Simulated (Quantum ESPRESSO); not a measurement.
## NbTe under changes of volume

One of the cells (21.934 Å³/atom); the others are scaled copies at fixed shape and fractional positions:

```
Te Nb
1.0
     3.70297    0.00000    0.00000
    -1.85149    3.20687    0.00000
     0.00000    0.00000    3.69421
Te Nb
1 1
Direct
  0.66667 0.33333 0.00000
  0.00000 0.00000 0.50000
```

The cell comes from a database or a generator and needn't be the stable form of this composition.

```yaml
Program: Quantum ESPRESSO 7.5
Functional: PBEsol
Potentials_or_basis: GBRV 1.5 PBEsol
Cutoff: 612 eV
Density_cutoff: 4898 eV
k_mesh: 8 × 8 × 7
Occupations: fermi-dirac, width 0.05 eV
Spin: no spin polarisation
```

```csv
volume (Å³/atom),energy over the lowest point (meV/atom),pressure (GPa)
20.618,5.74,3.6
21.057,0.00,0.5
21.496,2.27,-2.3
21.934,11.67,-4.7
22.373,27.43,-6.9
22.812,48.78,-8.8
23.250,?,?
```

Q: What does the run at 23.250 Å³/atom give?

A: Energy over the lowest point 75.15 meV/atom; pressure -10.6 GPa.

Worked out: A Birch-Murnaghan fit of order 3 (a polynomial in V^(-2/3)) to the other rows has its minimum at 21.14 Å³/atom with B0 = V·E''(V) = 138 GPa and B' = 4.8 at fixed shape and positions, which overstates the stiffness. It gives 75.07 meV/atom at 23.250 Å³/atom, against the run's 75.15, and -dE/dV = -10.5 GPa, against -10.6.

Energies are extrapolated to zero smearing.
